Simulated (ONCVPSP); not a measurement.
# Pseudopotential generation for Cu: ONCV, PBE

Task: generate the file, and judge it by its errors in other configurations, its logarithmic derivatives, its ghosts and its cutoff.

Program: ONCVPSP 4.0.1.1 (patched build). Reference atom: PBE, scalar-relativistic, spherical and spin-unpolarised. All values are calculated.

## 1. The design

The settings as typed:

* element: copper (Cu, Z = 29)
* type: optimised norm-conserving Vanderbilt (ONCV)
* frozen core: [Ne]
* valence charge: 19
* reference configuration: 3s2 3p6 3d10 4s0.5 4p0.5
* partial waves: 3s+4s: rc 0.95 bohr, ncon 4, nbas 8, qcut 13.5 1/bohr, 2 projectors; 3p+4p: rc 1.20 bohr, ncon 5, nbas 9, qcut 13.9 1/bohr, 2 projectors; 3d: rc 0.80 bohr, ncon 4, nbas 9, qcut 12.4 1/bohr, 2 projectors, debl 1.2 Ha
* local potential: polynomial inside 0.70 bohr (lpopt 4, dvloc0 -1 Ha)
* core correction: not asked for

## 2. Generation

Input file Cu.dat:

```
# ATOM AND REFERENCE CONFIGURATION
# atsym  z   nc   nv     iexc    psfile
  Cu 29.00    3    5        4      upf
#
#   n    l    f
    1    0    2.00
    2    0    2.00
    2    1    6.00
    3    0    2.00
    3    1    6.00
    3    2   10.00
    4    0    0.50
    4    1    0.50
#
# PSEUDOPOTENTIAL AND OPTIMIZATION
# lmax
    2
#
#   l,   rc,      ep,       ncon, nbas, qcut
    0    0.95    0.00    4    8   13.50
    1    1.20    0.00    5    9   13.90
    2    0.80    0.00    4    9   12.40
#
# LOCAL POTENTIAL
# lloc, lpopt,  rc(5),   dvloc0
    4    4    0.70   -1.00
#
# VANDERBILT-KLEINMAN-BYLANDER PROJECTORs
# l, nproj, debl
    0    2    1.80
    1    2    2.80
    2    2    1.20
#
# MODEL CORE CHARGE
# icmod, fcfact, rcfact
    0    0.00    0.00
#
# LOG DERIVATIVE ANALYSIS
# epsh1, epsh2, depsh
   -6.00    5.00    0.04
#
# OUTPUT GRID
# rlmax, drl
    6.00    0.01
#
# TEST CONFIGURATIONS
# ncnf
    4
# nvcnf
#   n    l    f
    5
    3    0    2.00
    3    1    6.00
    3    2   10.00
    4    0    1.00
    4    1    0.00
#
    5
    3    0    2.00
    3    1    6.00
    3    2   10.00
    4    0    0.00
    4    1    0.00
#
    5
    3    0    2.00
    3    1    6.00
    3    2    9.00
    4    0    0.00
    4    1    0.00
#
    5
    3    0    2.00
    3    1    6.00
    3    2    9.00
    4    0    1.00
    4    1    0.00
#
```

Launch:

```console
$ oncvpsp.x < Cu.dat > Cu.out
```

Before running it: what results should come out? Wanted: cutoffs for 1 and 0.1 mHa per electron, occupied waves; bound ghosts; GHOST(+) flags; largest test error; largest phase difference near zero energy, channels read.

As calculated:

| quantity | value |
| --- | --- |
| cutoffs for 1 and 0.1 mHa per electron, occupied waves | 437 Ha and 510 Ha |
| bound ghosts | none found |
| GHOST(+) flags | d at 9880 eV |
| largest test error (AE − PS) | +2.1 meV, for 3s2 3p6 3d9 4s1 4p0 (2 tests unsolved) |
| largest phase difference near zero energy, channels read | 0.000 rad |

In words: The worst unpolarised test, 3s2 3p6 3d9 4s1 4p0, is off by 2.1 meV on 9.6 eV; by total energies transferability rates as very good where solved. Of the tests 2 gave no usable energy difference, which is a warning in itself. The potential is very hard: the looser tolerance needs 437 Ha. At the looser tolerance the 3d wave is the slowest; 3s needs 66 Ha. It is free of bound ghosts as far as tested. Near zero energy the phases of the channels with partial waves agree within 0.001 rad. The program also flags highly localised states, GHOST(+) (d). All of this concerns the isolated atom, not yet a solid.
